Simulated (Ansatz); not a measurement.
Write the native input for Ansatz 0.2.0 that does the following.

```yaml
Task: band structure
Functional: PBE
Potentials_or_basis: Ansatz PAW
Cutoff: "420 eV (not typed: the program's choice for these potentials)"
k_mesh: 8 × 8 × 8
Occupations: fermi-dirac, width 0.05 eV
Spin: no spin polarisation
Path: "[[\"G\", \"X\", \"M\", \"G\", \"R\", \"X\"], [\"M\", \"R\"]]"
Points_for_each_segment_of_the_path: 14
```

The system is GaF.

```
Ga F
1.0
     3.16592    0.00000    0.00000
     0.00000    3.16592    0.00000
     0.00000    0.00000    3.16592
Ga F
1 1
Direct
  0.00000 0.00000 0.00000
  0.50000 0.50000 0.50000
```

The cell was built by a generator and needn't be a form met in nature.

One way to write it, as run:

input.yaml

```yaml
crystal:
  lattice:
    - [3.16592, 0.0, 0.0]
    - [0.0, 3.16592, 0.0]
    - [0.0, 0.0, 3.16592]
  atoms:
    - { symbol: Ga, position: [0.0, 0.0, 0.0] }
    - { symbol: F, position: [0.5, 0.5, 0.5] }
hamiltonian:
  xc: pbe
  pseudopotentials: { kind: paw }
kpoints:
  mp_grid: { grid: [8, 8, 8] }
  band_path:
    path:
      - [[0.0, 0.0, 0.0], [0.0, 0.5, 0.0], [0.5, 0.5, 0.0], [0.0, 0.0, 0.0], [0.5, 0.5, 0.5], [0.0, 0.5, 0.0]]
      - [[0.5, 0.5, 0.0], [0.5, 0.5, 0.5]]
    npoints: 14
scf:
  occupations: { method: fermi_dirac, width: 0.05 }
  n_extra_bands: 6
output:
  forces: true
  stress: true
  eigenvalues: true
  fatbands: true
```

Potentials or basis: Ansatz PAW.

Command:

```console
$ ansatz run input.yaml --threads 2 --pin off --max-ram 5632MiB --backend cpu --events-out ev --progress --plain --runs-dir out
```

It gave:

- Pressure: 0.0 GPa
- Band gap on the k mesh: 0.34 eV, indirect (least direct gap 1.13 eV)
- Band gap along the path: 0.34 eV, indirect (least direct gap 1.13 eV)

Caveat: the pressure holds a Pulay correction of +0.4 GPa for the finite cutoff.

It took 1.4 s on 2 threads of Arm Neoverse V2, with other jobs on the host, peak memory 0.27 GiB.
